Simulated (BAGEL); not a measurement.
# A workflow on CH5BN2 (SMILES B1NCN1)

Wanted: a single-point energy (HF/cc-pVDZ), then a single-point energy (NEVPT2(2,2)/cc-pVDZ), then the energy (CASPT2(2,2)/cc-pVDZ) of CH5BN2. 

The results are computed with BAGEL 1.2.2.

1 further run of the same task is left out (set aside as unsound or not needed).

### Step 1. The molecule

The species is CH5BN2 (9 atoms), meant as a singlet with charge 0. As SMILES, `B1NCN1`. The N2–H6 distance was set to 1.354 Å, away from the relaxed value.

Bond lengths: B1–N2 1.430 Å, N2–C3 1.458 Å, B1–N4 1.430 Å, C3–N4 1.458 Å, B1–H5 1.191 Å, C3–H7 1.097 Å, C3–H8 1.097 Å, N4–H9 1.003 Å. Some angles: B1–N2–C3 88.7°, N2–B1–N4 92.5°, N2–C3–N4 90.2°, B1–N4–C3 88.7°, N2–B1–H5 133.7°, N4–B1–H5 133.8°, N2–C3–H7 113.7°, N2–C3–H8 114.4°, N4–C3–H7 114.4°, N4–C3–H8 113.7°. A long bond or contact: N2–H6 1.354 Å.

### Step 2. A single-point energy at HF/cc-pVDZ (density fitting with svp-jkfit) (run 1)

hf.json

```json
{ "bagel": [

{
  "title": "molecule",
  "basis": "cc-pvdz.json",
  "df_basis": "svp-jkfit",
  "angstrom": true,
  "geometry": [
    { "atom": "B", "xyz": [      -0.860993,       0.773642,      -0.378492 ] },
    { "atom": "N", "xyz": [       0.441007,       0.219942,      -0.585192 ] },
    { "atom": "C", "xyz": [       0.107207,      -0.832558,       0.367708 ] },
    { "atom": "N", "xyz": [      -1.214393,      -0.246358,       0.559208 ] },
    { "atom": "H", "xyz": [      -1.432493,       1.721742,      -0.818892 ] },
    { "atom": "H", "xyz": [       1.686500,       0.722000,      -0.761500 ] },
    { "atom": "H", "xyz": [       0.097107,      -1.837258,      -0.071392 ] },
    { "atom": "H", "xyz": [       0.724007,      -0.834258,       1.274308 ] },
    { "atom": "H", "xyz": [      -2.042693,      -0.774558,       0.762708 ] }
  ]
},

{ "title": "hf" },

{ "title": "print", "file": "orbitals.molden", "orbitals": true }

]}
```

The basis set cc-pVDZ is read from a file made from the Basis Set Exchange's data (not shown).

The run is started by

```
$ BAGEL_NUM_THREADS=1 BAGEL hf.json > hf.out
```

The program printed:

```text
* using 1 threads per process

  ===============================================================
  ===============================================================

  *** Geometry ***

  { "atom" : "B", "xyz" : [     -1.627041,      1.461971,     -0.715246 ] },
  { "atom" : "N", "xyz" : [      0.833382,      0.415630,     -1.105853 ] },
  { "atom" : "C", "xyz" : [      0.202592,     -1.573307,      0.694867 ] },
  { "atom" : "N", "xyz" : [     -2.294870,     -0.465549,      1.056750 ] },
  { "atom" : "H", "xyz" : [     -2.707019,      3.253621,     -1.547482 ] },
  { "atom" : "H", "xyz" : [      3.187023,      1.364382,     -1.439026 ] },
  { "atom" : "H", "xyz" : [      0.183506,     -3.471914,     -0.134911 ] },
  { "atom" : "H", "xyz" : [      1.368175,     -1.576519,      2.408093 ] },
  { "atom" : "H", "xyz" : [     -3.860130,     -1.463702,      1.441309 ] },

  Number of auxiliary basis functions:      394

  Since a DF basis is specified, we compute 2- and 3-index integrals:
    o Being stored without compression. Storage requirement is 0.021 GB

  Number of basis functions:       81
  Number of electrons      :       30

    * METHOD: MOLECULE                             0.16

  *** RHF ***

  === Nuclear Repulsion ===
   113.1382240839

      * DIIS with orbital gradients will be used.

  === RHF iteration (cc-pvdz.json) ===
      0       -174.06549717          0.02041831           0.03
      1       -174.24042793          0.01421602           0.03
      2       -174.32780473          0.00173907           0.03
      3       -174.32985032          0.00042207           0.03
      4       -174.32994632          0.00016534           0.03
      5       -174.32996334          0.00003642           0.03
      6       -174.32996472          0.00001682           0.03
      7       -174.32996497          0.00000592           0.03
      8       -174.32996502          0.00000204           0.03
      9       -174.32996502          0.00000072           0.03
     10       -174.32996502          0.00000042           0.03
     11       -174.32996502          0.00000018           0.03
     12       -174.32996502          0.00000008           0.03
     13       -174.32996502          0.00000003           0.03
     14       -174.32996502          0.00000002           0.03
     15       -174.32996502          0.00000001           0.03
    * SCF iteration converged.

    * Permanent dipole moment:
           (   -0.253095,     0.366367,    -0.201086) a.u.

    * METHOD: HF                                   0.62

    * METHOD: PRINT                                0.02

  ===============================================================
```

It took 0.93 s on 1 thread of Arm Neoverse V1, shared host; peak memory 0.15 GiB.

### Step 3. A single-point energy at NEVPT2(2,2)/cc-pVDZ (density fitting with svp-jkfit) (run 2)

job.json

```json
{ "bagel" : [

{
  "title" : "molecule",
  "basis" : "cc-pvdz.json",
  "df_basis" : "svp-jkfit",
  "angstrom" : true,
  "geometry" : [
    { "atom" : "B", "xyz" : [   -0.860993,    0.773642,   -0.378492 ] },
    { "atom" : "N", "xyz" : [    0.441007,    0.219942,   -0.585192 ] },
    { "atom" : "C", "xyz" : [    0.107207,   -0.832558,    0.367708 ] },
    { "atom" : "N", "xyz" : [   -1.214393,   -0.246358,    0.559208 ] },
    { "atom" : "H", "xyz" : [   -1.432493,    1.721742,   -0.818892 ] },
    { "atom" : "H", "xyz" : [    1.686500,    0.722000,   -0.761500 ] },
    { "atom" : "H", "xyz" : [    0.097107,   -1.837258,   -0.071392 ] },
    { "atom" : "H", "xyz" : [    0.724007,   -0.834258,    1.274308 ] },
    { "atom" : "H", "xyz" : [   -2.042693,   -0.774558,    0.762708 ] }
  ]
},
{ "title" : "hf" },
{ "title" : "nevpt2", "nstate" : 1, "nact" : 2, "nclosed" : 14, "active" : [12, 16], "maxiter" : 200, "natocc" : true, "ncore" : 4 },
{ "title" : "print", "file" : "orbitals.molden", "orbitals" : true }

]}
```

The basis set cc-pVDZ is read from a file made from the Basis Set Exchange's data (not shown).

The run is started by

```
$ BAGEL_NUM_THREADS=1 BAGEL job.json > job.out
```

The program printed:

```text
* using 1 threads per process

  ===============================================================
  ===============================================================

  *** Geometry ***

  { "atom" : "B", "xyz" : [     -1.627041,      1.461971,     -0.715246 ] },
  { "atom" : "N", "xyz" : [      0.833382,      0.415630,     -1.105853 ] },
  { "atom" : "C", "xyz" : [      0.202592,     -1.573307,      0.694867 ] },
[... 5 lines of this table left out ...]
  { "atom" : "H", "xyz" : [     -3.860130,     -1.463702,      1.441309 ] },

  Number of auxiliary basis functions:      394

  Since a DF basis is specified, we compute 2- and 3-index integrals:
    o Being stored without compression. Storage requirement is 0.021 GB

[... 18 lines left out ...]
    * SCF iteration converged.
[... 1 line left out ...]
    * Permanent dipole moment:
[... 28 lines left out ...]
    * Second-order optimization converged. *

     guess   0:   closed 1.                   open ..

  === FCI iteration ===

      0  0      -174.32910414     9.25e-02      0.00
      1  0      -174.36007243     4.24e-03      0.00
      2  0 *    -174.36017177     8.86e-16      0.00

     * ci vector, state   0, <S^2> = 0.0000
       2.     0.9861732266
       .2    -0.1657177333

  === DF-NEVPT2 calculation ===

    * 3-index integral transformation done
    * assembly done

      NEVPT2 correlation energy:   -0.5335543975      0.17

          (+0)     -0.4567984326
          (+0)'    -0.0257214092
          (+1)     -0.0097560757
          (+1)'    -0.0000000000
          (+2)     -0.0004169715
          (-1)     -0.0347314469
          (-1)'     0.0000000000
          (-2)     -0.0061300617

      NEVPT2 total energy:       -174.8937261642

    * METHOD: NEVPT2                               2.42

    * METHOD: PRINT                                0.02

  ===============================================================
```

Run time: 3.3 s. Hardware: 1 thread of Arm Neoverse V1, shared host; peak memory 0.15 GiB.

### Step 4. A single-point energy at CASPT2(2,2)/cc-pVDZ (density fitting with svp-jkfit) (run 3)

input.json

```json
{ "bagel": [

{
  "title": "molecule",
  "basis": "cc-pvdz.json",
  "df_basis": "svp-jkfit",
  "angstrom": true,
  "geometry": [
    { "atom": "B", "xyz": [      -0.860993,       0.773642,      -0.378492 ] },
    { "atom": "N", "xyz": [       0.441007,       0.219942,      -0.585192 ] },
    { "atom": "C", "xyz": [       0.107207,      -0.832558,       0.367708 ] },
    { "atom": "N", "xyz": [      -1.214393,      -0.246358,       0.559208 ] },
    { "atom": "H", "xyz": [      -1.432493,       1.721742,      -0.818892 ] },
    { "atom": "H", "xyz": [       1.686500,       0.722000,      -0.761500 ] },
    { "atom": "H", "xyz": [       0.097107,      -1.837258,      -0.071392 ] },
    { "atom": "H", "xyz": [       0.724007,      -0.834258,       1.274308 ] },
    { "atom": "H", "xyz": [      -2.042693,      -0.774558,       0.762708 ] }
  ]
},

{
  "title": "hf"
},

{
  "title": "casscf",
  "nstate": 1,
  "nact": 2,
  "nclosed": 14,
  "active": [12, 16],
  "maxiter": 200,
  "natocc": true
},

{
  "title": "print",
  "file": "orbitals.molden",
  "orbitals": true
},

{
  "title": "smith",
  "method": "caspt2",
  "ms": true,
  "xms": true,
  "sssr": true,
  "shift": 0.2,
  "shift_imag": true,
  "ncore": 4
}

]}
```

The basis set cc-pVDZ is read from a file made from the Basis Set Exchange's data (not shown).

The run is started by

```
$ BAGEL_NUM_THREADS=1 BAGEL input.json > input.out
```

The program printed:

```text
* using 1 threads per process

  ===============================================================
  ===============================================================

  *** Geometry ***

  { "atom" : "B", "xyz" : [     -1.627041,      1.461971,     -0.715246 ] },
  { "atom" : "N", "xyz" : [      0.833382,      0.415630,     -1.105853 ] },
  { "atom" : "C", "xyz" : [      0.202592,     -1.573307,      0.694867 ] },
[... 5 lines of this table left out ...]
  { "atom" : "H", "xyz" : [     -3.860130,     -1.463702,      1.441309 ] },

  Number of auxiliary basis functions:      394

  Since a DF basis is specified, we compute 2- and 3-index integrals:
    o Being stored without compression. Storage requirement is 0.021 GB

[... 18 lines left out ...]
    * SCF iteration converged.
[... 1 line left out ...]
    * Permanent dipole moment:
[... 27 lines left out ...]
    * Second-order optimization converged. *
[... 9 lines left out ...]
     * ci vector, state   0, <S^2> = 0.0000
[... 16 lines left out ...]
    * Zeroth order energy : state  0       -1.0820490756
[... 4 lines left out ...]
       #      aibj      arbs      arbi      airj      risj      airs      arst      rist         Etot      error   time
[... 2 lines left out ...]
       0  -0.45616  -0.00731  -0.03579  -0.01047  -0.00059  -0.02264  -0.00000  -0.00000   -0.5329594  0.0017980   0.07
       1  -0.45643  -0.00737  -0.03598  -0.01070  -0.00064  -0.02315  -0.00000  -0.00000   -0.5342599  0.0003006   0.06
       2  -0.45646  -0.00737  -0.03596  -0.01071  -0.00064  -0.02317  -0.00000  -0.00000   -0.5343074  0.0000684   0.06
       3  -0.45646  -0.00737  -0.03596  -0.01070  -0.00064  -0.02317  -0.00000  -0.00000   -0.5343093  0.0000163   0.06
       4  -0.45646  -0.00737  -0.03596  -0.01070  -0.00064  -0.02317   0.00000  -0.00000   -0.5343094  0.0000039   0.07
       5  -0.45646  -0.00737  -0.03596  -0.01070  -0.00064  -0.02317   0.00000   0.00000   -0.5343095  0.0000008   0.07

      ------------------------------------------------------------------------------------------------------------------

    * CASPT2 energy : state  0     -174.8971275144
        w/o shift correction       -174.8944812218
        reference weight              0.8499912189

    * METHOD: SMITH                                0.55

  ===============================================================
```

It took 3.9 s on 1 thread of Arm Neoverse V1, shared host; peak memory 0.17 GiB.

### Step 5. What came out

```
                                quantity          value
         run 1, HF/cc-pVDZ: total energy  -174.32997 Eh
        run 1, HF/cc-pVDZ: dipole moment         1.24 D
          run 1, HF/cc-pVDZ: HOMO energy      -10.13 eV
          run 1, HF/cc-pVDZ: LUMO energy        3.91 eV
        run 1, HF/cc-pVDZ: HOMO–LUMO gap       14.05 eV
run 2, NEVPT2(2,2)/cc-pVDZ: total energy  -174.89373 Eh
run 3, CASPT2(2,2)/cc-pVDZ: total energy  -174.89713 Eh
```
